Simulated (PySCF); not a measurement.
# C₃H₈FNSi: electronic excitations and core binding energies

Aim: predict the electronic excitations and core binding energies of C₃H₈FNSi (`C=C(CF)[SiH2]N`).

Computed with PySCF 2.14.0, with density-fitted response routines of our own, on a single molecule in the gas phase. Atoms count from 0, in the outputs and in this text.

**1. The molecule as given**

14 atoms, charge 0, multiplicity 1; geometry from: GFN2-xTB.

Bonds of the start (Å): C0–C1 1.32, C1–C2 1.50, C2–F3 1.38, C1–Si4 1.89, Si4–N5 1.72, C0–H6 1.08, C0–H7 1.08, C2–H8 1.10, C2–H9 1.10, Si4–H10 1.46, Si4–H11 1.47, N5–H12 1.01, N5–H13 1.01.

**2. Ultraviolet spectrum: PBE0/def2-SVPD**

What the job is given:

```
{"job": {"kind": "uv", "xc": "PBE0", "basis": "def2-SVPD", "nstates": 8, "ntriplets": 3}, "charge": 0, "multiplicity": 1}
C     -0.711911     1.506398    -0.090758
C     -0.595967     0.187226    -0.079218
C     -1.803016    -0.667639    -0.310319
F     -1.731314    -1.847726     0.396641
Si     1.027056    -0.758824     0.157080
N      2.274277     0.431702     0.180625
H     -1.660482     2.004735    -0.235225
H      0.145652     2.145657     0.024213
H     -1.866766    -0.953952    -1.368213
H     -2.734398    -0.176053    -0.007679
H      1.306950    -1.576854    -1.024614
H      0.912021    -1.593493     1.360299
H      2.210598     1.188348     0.842563
H      3.226621     0.110003     0.132439
```

Level: TDDFT PBE0/def2-SVPD, vertical, gas phase, core orbitals frozen in the response.

Launch:

```sh
> OMP_NUM_THREADS=1 python probes_run.py task.json out
```

This one command runs all jobs of the session in turn.

What it wrote:

```text
coarse grid: 11992 points
cycle   1  E = -562.3749846845  dE =  4.828e-01  |g| = 5.691e-01  |ddm| = 5.019e+00
cycle   2  E = -562.3246948873  dE =  5.029e-02  |g| = 7.695e-01  |ddm| = 1.935e+00
cycle   3  E = -562.4418457738  dE = -1.172e-01  |g| = 6.278e-02  |ddm| = 1.015e+00
cycle   4  E = -562.4425384751  dE = -6.927e-04  |g| = 2.998e-02  |ddm| = 1.277e-01
cycle   5  E = -562.4427597648  dE = -2.213e-04  |g| = 8.018e-03  |ddm| = 4.918e-02
cycle   6  E = -562.4427725295  dE = -1.276e-05  |g| = 3.602e-03  |ddm| = 1.524e-02
cycle   7  E = -562.4427759843  dE = -3.455e-06  |g| = 4.462e-04  |ddm| = 5.635e-03
final grid: 111128 points
cycle   8  E = -562.5126178365  dE = -3.028e-05  |g| = 8.437e-03  |ddm| = 1.082e-01
cycle   9  E = -562.5126056874  dE =  1.215e-05  |g| = 1.151e-02  |ddm| = 2.584e-02
cycle  10  E = -562.5126339842  dE = -2.830e-05  |g| = 9.364e-04  |ddm| = 1.422e-02
cycle  11  E = -562.5126341719  dE = -1.876e-07  |g| = 1.677e-04  |ddm| = 1.458e-03
cycle  12  E = -562.5126341773  dE = -5.400e-09  |g| = 6.125e-05  |ddm| = 3.799e-04
cycle  13  E = -562.5126341779  dE = -6.933e-10  |g| = 3.163e-05  |ddm| = 1.125e-04
cycle  14  E = -562.5126341782  dE = -2.528e-10  |g| = 6.579e-06  |ddm| = 5.785e-05
converged SCF energy = -562.5126341782

Static polarisability (au): isotropic 71.696, principal 57.413 76.031 81.644

Singlet excitations
state   eV       nm        f      main configurations
  1   5.8585    211.6   0.00287   H->L 0.98
  2   6.3411    195.5   0.01214   H->L+1 0.97
  3   6.7199    184.5   0.03178   H-2->L 0.83, H-1->L 0.14
  4   6.9285    178.9   0.21109   H-1->L 0.68, H-1->L+1 0.14, H-2->L 0.11
  5   7.0125    176.8   0.04642   H-1->L+1 0.83, H-1->L 0.11
  6   7.4044    167.4   0.01141   H->L+2 0.50, H->L+4 0.26, H->L+3 0.20
  7   7.5461    164.3   0.01277   H->L+3 0.45, H->L+2 0.30, H-1->L+2 0.17
  8   7.5885    163.4   0.00137   H-1->L+2 0.78, H->L+3 0.12

Triplet excitations (Tamm-Dancoff, eV): 4.1888 5.6650 5.9927
```

Run time: 36 s. Hardware: 1 thread of Arm Neoverse V1, shared host; peak memory 0.82 GiB.

The orbitals next to the gap, with their largest atomic shares:

```csv
orbital,eV,atoms
HOMO−3,-9.82,"Si4 25 %, H10 18 %, F3 15 %"
HOMO−2,-8.83,"C1 26 %, Si4 17 %, C2 12 %"
HOMO−1,-7.81,"C0 35 %, C1 32 %, C2 7 %"
HOMO,-7.46,"N5 60 %, Si4 13 %, H11 9 %"
LUMO,-0.45,"C0 34 %, C1 31 %, Si4 7 %"
LUMO+1,0.29,"Si4 30 %, N5 12 %, H13 12 %"
LUMO+2,0.95,"C2 26 %, Si4 12 %, H9 11 %"
```

With each of the 8 states as a Gaussian band of 0.4 eV half-width at 1/e, the curve within the window shown has maxima at 179 nm (ε 12,000) L/(mol cm). Beyond the last state computed it falls off for lack of states. The curve at chosen wavelengths:

| nm | ε (L/mol/cm) |
| --- | --- |
| 157 | 430 |
| 160 | 892 |
| 163 | 1676 |
| 166 | 3023 |
| 169 | 5138 |
| 173 | 8693 |
| 176 | 10824 |
| 179 | 11542 |
| 182 | 10644 |
| 185 | 8628 |
| 188 | 6274 |
| 191 | 4196 |
| 194 | 2659 |
| 198 | 1410 |
| 201 | 894 |
| 204 | 590 |
| 207 | 406 |
| 210 | 291 |
| 213 | 215 |
| 216 | 160 |
| 219 | 118 |
| 223 | 76 |
| 226 | 53 |
| 229 | 35 |
| 232 | 23 |
| 235 | 14 |

Leading natural transition orbitals of singlet state 4: the hole lies on C0, C1 about 28 % each; H8 10 %; the particle on C0, C1 about 22 % each; H6, H7 about 11 % each.

Leading natural transition orbitals of singlet state 1: the hole lies on N5 56 %; H11 14 %; H12, H13 about 7 % each; the particle on C0, C1 about 29 % each; H6, H7 about 9 % each.

Further results of this job:

```
           property  computed
  dipole moment (D)      1.86
polarisability (Å³)     10.62
 HOMO–LUMO gap (eV)      7.01
      −ε(HOMO) (eV)      7.46
```

The fields below are evaluated on a grid from the run's orbitals.

Frontier orbitals at PBE0/def2-SVPD, with the share of their density that lies nearest to each atom:

```
orbital  energy (eV)                                         lies on
   HOMO        -7.46      N5 59 %; H11 14 %; H12, H13 about 8 % each
   LUMO        -0.45  C0, C1 about 29 % each; H6, H7 about 10 % each
```

ELF in a plane through or near 8 of the atoms.

Ten even steps from '0' (0.00) to '9' (1.00):
```
0000000000000000000000000000
0000000000000000000000000000
0000000000000000000000000000
0000000000000000000000000000
0000000000110000133310000000
0000000001232100366530000000
0000000001322100256410000000
0000022112152120145310000000
0000588555356374432342000000
0001799868512994871699710000
0000588665726849485999820000
0000013787300478720388500000
0000003786102543541000000000
0000001441049956599400000000
0000000000199996999920000000
0000000000299973899920000000
0000000000036310266200000000
0000000000000000000000000000
0000000000000000000000000000
0000000000000000000000000000
```
The map spans 11.6 Å across and 9.5 Å up, centred on the molecule. Atoms in the plane (x, y in Å): C0 (0.6, -1.6), C1 (0.6, -0.2), C2 (1.9, 0.5), Si4 (-1.0, 0.9), N5 (-2.3, -0.2), H6 (1.5, -2.2), H7 (-0.4, -2.1), H13 (-3.2, 0.2).

On the surface of density 0.002 e/bohr³ the electrostatic potential runs, from the 1st to the 99th percentile, from -1.13 V near N5 to 1.61 V near H12.

**3. X-ray photoelectron lines: SCAN, X2C**

Settings changed since step 2:

```diff
@@ -1,2 +1,2 @@
-{"job": {"kind": "uv", "xc": "PBE0", "basis": "def2-SVPD", "nstates": 8, "ntriplets": 3}, "charge": 0, "multiplicity": 1}
+{"job": {"kind": "xps"}, "charge": 0, "multiplicity": 1}
 C     -0.711911     1.506398    -0.090758
```

Level: delta-SCF UKS SCAN, pcX-2 on the ionised atom, pcseg-1 elsewhere, spin-free X2C.

What it wrote:

```text
ground state, core basis on atom 0 (C), 159 functions
  cycle   1  E = -563.66351553  |g| = 6.70e-01
  cycle   2  E = -563.54487688  |g| = 9.96e-01
  cycle   3  E = -563.75648467  |g| = 9.66e-02
  cycle   4  E = -563.75830698  |g| = 4.84e-02
  cycle   5  E = -563.75885581  |g| = 1.78e-02
  cycle   6  E = -563.75892160  |g| = 7.08e-03
  cycle   7  E = -563.75893428  |g| = 1.76e-03
  cycle   8  E = -563.75893597  |g| = 8.21e-04
  cycle   9  E = -563.75893517  |g| = 1.88e-04
  E(ground) = -563.79685952 Eh
hole in C 1s of atom 0
  cycle   1  E = -552.50914892  |g| = 1.51e+00
  cycle   2  E = -550.65213208  |g| = 2.12e+00
  cycle   3  E = -552.71652271  |g| = 8.42e-01
  cycle   4  E = -553.02760256  |g| = 3.67e-01
  cycle   5  E = -553.07868402  |g| = 1.71e-01
  cycle   6  E = -553.09089762  |g| = 5.36e-02
  cycle   7  E = -553.09214852  |g| = 1.74e-02
  cycle   8  E = -553.09229918  |g| = 6.36e-03
  cycle   9  E = -553.09232944  |g| = 3.53e-03
  cycle  10  E = -553.09234013  |g| = 2.04e-03
  cycle  11  E = -553.09234531  |g| = 8.85e-04
  cycle  12  E = -553.09234629  |g| = 4.22e-04
  E(ion) = -553.12945635 Eh   <S^2> = 0.7866   hole on atom = 1.000   binding energy = 290.275 eV
ground state, core basis on atom 1 (C), 159 functions
  cycle   1  E = -563.76054958  |g| = 6.30e-02
  cycle   2  E = -563.75978191  |g| = 6.16e-02
  cycle   3  E = -563.76035534  |g| = 3.98e-02
  cycle   4  E = -563.76078234  |g| = 5.97e-03
  cycle   5  E = -563.76079127  |g| = 1.28e-03
  cycle   6  E = -563.76079124  |g| = 2.92e-04
  E(ground) = -563.79885240 Eh
hole in C 1s of atom 1
  cycle   1  E = -552.51112671  |g| = 1.52e+00
  cycle   2  E = -550.00250007  |g| = 2.38e+00
  cycle   3  E = -552.70082749  |g| = 8.66e-01
  cycle   4  E = -553.03649335  |g| = 3.61e-01
  cycle   5  E = -553.08232048  |g| = 1.72e-01
  cycle   6  E = -553.09418533  |g| = 6.33e-02
  cycle   7  E = -553.09639820  |g| = 1.48e-02
  cycle   8  E = -553.09660306  |g| = 5.75e-03
  cycle   9  E = -553.09668676  |g| = 4.14e-03
  cycle  10  E = -553.09673465  |g| = 3.14e-03
  cycle  11  E = -553.09676927  |g| = 2.23e-03
  cycle  12  E = -553.09678147  |g| = 1.39e-03
  cycle  13  E = -553.09678439  |g| = 6.33e-04
  cycle  14  E = -553.09678530  |g| = 2.24e-04
  E(ion) = -553.13337206 Eh   <S^2> = 0.8272   hole on atom = 1.000   binding energy = 290.223 eV
ground state, core basis on atom 2 (C), 159 functions
  cycle   1  E = -563.76224432  |g| = 5.87e-02
  cycle   2  E = -563.76208001  |g| = 3.32e-02
  cycle   3  E = -563.76197657  |g| = 3.81e-02
  cycle   4  E = -563.76232442  |g| = 6.50e-03
  cycle   5  E = -563.76233638  |g| = 9.00e-04
  cycle   6  E = -563.76233560  |g| = 3.44e-04
  E(ground) = -563.79891061 Eh
hole in C 1s of atom 2
  cycle   1  E = -552.44208091  |g| = 1.50e+00
  cycle   2  E = -549.07862346  |g| = 2.66e+00
  cycle   3  E = -552.50868154  |g| = 1.03e+00
  cycle   4  E = -552.92375466  |g| = 4.17e-01
  cycle   5  E = -552.98118059  |g| = 1.81e-01
  cycle   6  E = -552.99016679  |g| = 9.26e-02
  cycle   7  E = -552.99413816  |g| = 1.98e-02
  cycle   8  E = -552.99426768  |g| = 1.36e-02
  cycle   9  E = -552.99435823  |g| = 3.37e-03
  cycle  10  E = -552.99436559  |g| = 1.54e-03
  cycle  11  E = -552.99436947  |g| = 8.21e-04
  cycle  12  E = -552.99437037  |g| = 5.28e-04
  cycle  13  E = -552.99437194  |g| = 3.45e-04
  E(ion) = -553.03120872 Eh   <S^2> = 0.7723   hole on atom = 1.000   binding energy = 293.004 eV
ground state, core basis on atom 3 (F), 159 functions
  cycle   1  E = -563.80334767  |g| = 1.18e-01
  cycle   2  E = -563.80301635  |g| = 6.08e-02
  cycle   3  E = -563.80299468  |g| = 6.29e-02
  cycle   4  E = -563.80354107  |g| = 5.52e-03
  cycle   5  E = -563.80354715  |g| = 9.24e-04
  cycle   6  E = -563.80354690  |g| = 3.17e-04
  E(ground) = -563.84267533 Eh
hole in F 1s of atom 3
  cycle   1  E = -537.46699396  |g| = 2.58e+00
  cycle   2  E = -535.38854932  |g| = 2.62e+00
  cycle   3  E = -537.26624840  |g| = 1.43e+00
  cycle   4  E = -538.30676860  |g| = 3.60e-01
  cycle   5  E = -538.30086138  |g| = 3.17e-01
  cycle   6  E = -538.35303310  |g| = 9.81e-02
  cycle   7  E = -538.35753387  |g| = 2.76e-02
  cycle   8  E = -538.35788799  |g| = 8.34e-03
  cycle   9  E = -538.35791988  |g| = 1.59e-03
  cycle  10  E = -538.35792249  |g| = 8.29e-04
  cycle  11  E = -538.35792172  |g| = 2.48e-04
  E(ion) = -538.40294343 Eh   <S^2> = 0.7571   hole on atom = 1.000   binding energy = 692.250 eV
ground state, core basis on atom 4 (Si), 170 functions
  cycle   1  E = -563.85666325  |g| = 2.92e-01
  cycle   2  E = -563.85589698  |g| = 9.77e-02
  cycle   3  E = -563.85475236  |g| = 1.25e-01
  cycle   4  E = -563.85726795  |g| = 1.46e-02
  cycle   5  E = -563.85729925  |g| = 5.50e-03
  cycle   6  E = -563.85730680  |g| = 8.60e-04
  cycle   7  E = -563.85730581  |g| = 1.21e-04
  E(ground) = -563.85309571 Eh
hole in Si 1s of atom 4
  cycle   1  E = -494.93424259  |g| = 4.35e+00
  cycle   2  E = -495.01994433  |g| = 2.14e+00
  cycle   3  E = -495.52374097  |g| = 8.89e-01
  cycle   4  E = -495.86457271  |g| = 4.68e-01
  cycle   5  E = -495.97276104  |g| = 1.81e-01
  cycle   6  E = -495.98989756  |g| = 4.34e-02
  cycle   7  E = -495.99057365  |g| = 2.37e-02
  cycle   8  E = -495.99081592  |g| = 8.33e-03
  cycle   9  E = -495.99084191  |g| = 2.92e-03
  cycle  10  E = -495.99084639  |g| = 6.46e-04
  cycle  11  E = -495.99084703  |g| = 2.84e-04
  E(ion) = -495.99460814 Eh   <S^2> = 0.7521   hole on atom = 1.000   binding energy = 1846.524 eV
hole in Si 2p of atom 4
  cycle   1  E = -559.59395862  |g| = 1.24e+00
  cycle   2  E = -559.42574091  |g| = 1.13e+00
  cycle   3  E = -559.82027129  |g| = 4.06e-01
  cycle   4  E = -559.89917353  |g| = 1.81e-01
  cycle   5  E = -559.91481753  |g| = 6.25e-02
  cycle   6  E = -559.91675145  |g| = 2.25e-02
  cycle   7  E = -559.91699191  |g| = 6.78e-03
  cycle   8  E = -559.91700666  |g| = 3.43e-03
  cycle   9  E = -559.91701197  |g| = 6.88e-04
  cycle  10  E = -559.91701223  |g| = 3.16e-04
  E(ion) = -559.92392673 Eh   <S^2> = 0.7516   hole on atom = 1.003   binding energy = 106.918 eV
  2p3/2 = 106.688 eV   2p1/2 = 107.312 eV
ground state, core basis on atom 5 (N), 159 functions
  cycle   1  E = -563.77205399  |g| = 7.68e-02
  cycle   2  E = -563.77202392  |g| = 3.02e-02
  cycle   3  E = -563.77201720  |g| = 3.19e-02
  cycle   4  E = -563.77223057  |g| = 5.85e-03
  cycle   5  E = -563.77223870  |g| = 1.51e-03
  cycle   6  E = -563.77223889  |g| = 3.70e-04
  E(ground) = -563.80818372 Eh
hole in N 1s of atom 5
  cycle   1  E = -548.20699316  |g| = 1.86e+00
  cycle   2  E = -547.14828711  |g| = 2.14e+00
  cycle   3  E = -548.78540732  |g| = 5.18e-01
  cycle   4  E = -548.86843273  |g| = 2.83e-01
  cycle   5  E = -548.89616680  |g| = 1.18e-01
  cycle   6  E = -548.90163969  |g| = 4.98e-02
  cycle   7  E = -548.90295252  |g| = 1.32e-02
  cycle   8  E = -548.90301336  |g| = 6.69e-03
  cycle   9  E = -548.90303774  |g| = 1.59e-03
  cycle  10  E = -548.90303782  |g| = 9.20e-04
  cycle  11  E = -548.90303796  |g| = 2.73e-04
  E(ion) = -548.93791763 Eh   <S^2> = 0.7642   hole on atom = 1.000   binding energy = 404.641 eV
```

Wall time 92 s (1 thread of Arm Neoverse V1, shared host); peak memory 0.63 GiB.

Binding energies by hole, beside the orbital energy of the ground state; the difference holds orbital relaxation and, for a density functional, its self-interaction error:

```csv
hole,stands for,environment,ΔSCF (eV; 2p as the shell's mean),−ε (eV),⟨S²⟩
C1s on C0,C0,terminal =CH2 carbon,290.27,273.8,0.787
C1s on C1,C1,fully substituted alkene carbon,290.22,273.8,0.827
C1s on C2,C2,allylic sp3 CH2 bonded to F,293.00,275.7,0.772
F1s on F3,F3,fluorine on an sp3 carbon,692.25,666.3,0.757
Si1s on Si4,Si4,"silicon bonded to C, N, 2 H",1846.52,1793.3,0.752
Si2p on Si4,Si4,"silicon bonded to C, N, 2 H",106.90,96.1,0.752
N1s on N5,N5,"nitrogen bonded to Si, 2 H",404.64,385.4,0.764
```

With the spin-orbit splitting: Si4 2p3/2 106.69, 2p1/2 107.31 eV. The table gives each 2p level as the mean over the whole 2p shell (two parts 2p3/2, one part 2p1/2), which differs a little from the single hole in the log.

**4. What came out**

```
                                quantity                               value
         lowest singlet (PBE0/def2-SVPD)         5.86 eV (212 nm), f = 0.003
brightest single state of those computed         state 4, 6.93 eV, f = 0.211
                          lowest triplet                             4.19 eV
   surface potential, 1st and 99th percentile                  -1.13 V and 1.61 V
        C1s binding energies, SCAN/pcX-2  C2 293.00, C0 290.27, C1 290.22 eV
        F1s binding energies, SCAN/pcX-2                        F3 692.25 eV
       Si1s binding energies, SCAN/pcX-2                      Si4 1846.52 eV
       Si2p binding energies, SCAN/pcX-2                       Si4 106.90 eV
        N1s binding energies, SCAN/pcX-2                        N5 404.64 eV
```

What this shows: The first singlet state (HOMO→LUMO 0.98) lies at 5.86 eV and is weak; of the 8 states computed, the strongest absorption comes from state 4 at 6.93 eV. The lowest triplet lies 1.67 eV below the lowest singlet (triplets in Tamm-Dancoff, singlets in full TDDFT). By nearest atom (PBE0/def2-SVPD), the HOMO sits on N5 59 %; H11 14 % and the LUMO on C0, C1 about 29 % each; H6, H7 about 10 % each. The C1s levels kept as sound span 2.78 eV, from C1 (fully substituted alkene carbon) up to C2 (allylic sp3 CH2 bonded to F).
